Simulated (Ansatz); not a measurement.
Set up this calculation in Ansatz 0.2.0, as the native input.

```
Task                              : single point
Functional                        : PBE
Potentials or basis               : SPMS NC
Cutoff                            : 381 eV (not typed: the program's choice for these potentials)
k mesh                            : 9 × 9 × 1
Occupations                       : fermi-dirac, width 0.05 eV
Spin                              : no spin polarisation
Boundary along the surface normal : dipole_correction
Miller                            : 1 × 1 × 1
Bulk formula                      : Pb
```

Slab: Pb, a slab with vacuum.

```
CELL_PARAMETERS angstrom
3.49282 0.00000 0.00000
-1.74641 3.02487 0.00000
0.00000 0.00000 23.55564
ATOMIC_POSITIONS crystal
Pb 0.66667 0.33333 0.31840
Pb 0.33333 0.66667 0.43947
Pb 0.00000 0.00000 0.56053
Pb 0.66667 0.33333 0.68160
```

The slab is cut from a database's or a generator's crystal, which needn't be the stable form of the element.

The cell isn't the ideal one: the (1 1 1) slab of Pb, cut from the database cell, not relaxed.

The input as run:

input.yaml

```yaml
crystal:
  lattice:
    - [3.4928246563, 0.0, 0.0]
    - [-1.7464123282, 3.0248748834, 0.0]
    - [0.0, 0.0, 23.5556381691]
  atoms:
    - { symbol: Pb, position: [0.6666666667, 0.3333333333, 0.3183951097] }
    - { symbol: Pb, position: [0.3333333333, 0.6666666667, 0.4394650366] }
    - { symbol: Pb, position: [0.0, 0.0, 0.5605349634] }
    - { symbol: Pb, position: [0.6666666667, 0.3333333333, 0.6816048903] }
hamiltonian:
  xc: pbe
  pseudopotentials: { kind: nc, source: spms }
kpoints:
  mp_grid: { grid: [9, 9, 1] }
scf:
  occupations: { method: fermi_dirac, width: 0.05 }
output:
  forces: true
  eigenvalues: true
efield:
  axis: 3
  dipole_correction: true
  ramp_width: 0.04
```

Potentials or basis: SPMS NC.

Run with:

```bash
$ ansatz run input.yaml --threads 4 --pin off --max-ram 11264MiB --backend cpu --events-out ev --progress --plain --runs-dir out
```

It gave:

```yaml
Largest_force: 0.296 eV/Å
Band_gap_on_the_k_mesh: none (metal or under the smearing width)
Work_function_of_the_upper_face: 3.73 eV
Work_function_of_the_lower_face: 3.73 eV
Dipole_across_the_slab: 0.000 e·Å
```

It took 1.4 s on 4 threads of Arm Neoverse V2, on a shared host, peak memory 0.41 GiB.
